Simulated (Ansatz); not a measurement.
# Ba, space group P6/mmm: an all-electron equation of state

Computed with Ansatz 0.2.0 through its Python package.

Run as a notebook:

**Cell 1**
```python
import ansatz as az
from ase.eos import EquationOfState
from ase.units import GPa
import numpy as np

FUNCTIONAL = "pbesol"
OCCUPATIONS = "fermi_dirac"
SCF_TOL = 1e-09
MAX_SCF = 65
CUTOFF_EV = 120

vectors0 = np.array([
    [4.3116137, 0.0, 0.0],
    [-2.15580685, 3.73396699, 0.0],
    [0.0, 0.0, 3.9134133],
])
sites = [
    ("Ba", (0.0, 0.0, 0.0)),
]
```

**Cell 2**
```python
def build(cell):
    crystal = az.Crystal(lattice=az.Lattice.of(cell))
    for symbol, position in sites:
        crystal = crystal.atom(symbol, position)
    return crystal
```

**Cell 3**
```python
volumes, energies = [], []
for scale in np.linspace(0.94, 1.06, 7):
    cell = vectors0 * scale ** (1 / 3)
    job = (
        build(cell).calculation()
        .functional(FUNCTIONAL)
        .kpoints(8)
        .occupations(OCCUPATIONS)
        .scf(tolerance=SCF_TOL, max_iterations=MAX_SCF)
        .basis(CUTOFF_EV)
        .pseudopotentials("all_electron", lapw=True)
    )
    data = job.run(threads=1).report
    volumes.append(abs(np.linalg.det(cell)) / len(sites))
    energies.append(data["free_energy_ev"] / len(sites))
    print(f"{scale:.3f} {volumes[-1]:9.4f} A^3/atom {energies[-1]:16.5f} eV/atom  (estimated basis error {1000 * data['lapw_basis_errors']['total_ev_per_atom']:.2f} meV/atom)")
v0, e0, bulk = EquationOfState(volumes, energies, eos="birchmurnaghan").fit()
print(f"V0 = {v0:.4f} A^3/atom, B0 = {bulk / GPa:.1f} GPa")
```
Output:
```text
0.940   59.2235 A^3/atom    -221285.22277 eV/atom  (estimated basis error 0.08 meV/atom)
0.960   60.4835 A^3/atom    -221285.21969 eV/atom  (estimated basis error 0.07 meV/atom)
0.980   61.7436 A^3/atom    -221285.21552 eV/atom  (estimated basis error 0.07 meV/atom)
1.000   63.0037 A^3/atom    -221285.21033 eV/atom  (estimated basis error 0.06 meV/atom)
1.020   64.2638 A^3/atom    -221285.20421 eV/atom  (estimated basis error 0.06 meV/atom)
1.040   65.5238 A^3/atom    -221285.19725 eV/atom  (estimated basis error 0.05 meV/atom)
1.060   66.7839 A^3/atom    -221285.18952 eV/atom  (estimated basis error 0.04 meV/atom)
UserWarning: The minimum volume of your fit is not in your volumes.  You may not have a minimum in your dataset!
V0 = 56.8331 A^3/atom, B0 = 8.2 GPa
```

Notes:
- The input holds a mistake (the plane-wave cutoff is far below what the potentials need), so what it prints is no property of Ba.
- Shape and fractional positions are held along the curve, so the bulk modulus is an upper value where they are free to relax, by a factor of two or more in layered or hydrogen-bonded cells.
- This isn't the structure that Ba takes at ambient conditions.
- Warnings are shown shortened and without file and line.
- Run time: 60 s on 1 thread of Arm Neoverse N1, with other jobs on the host, peak memory 0.32 GiB.
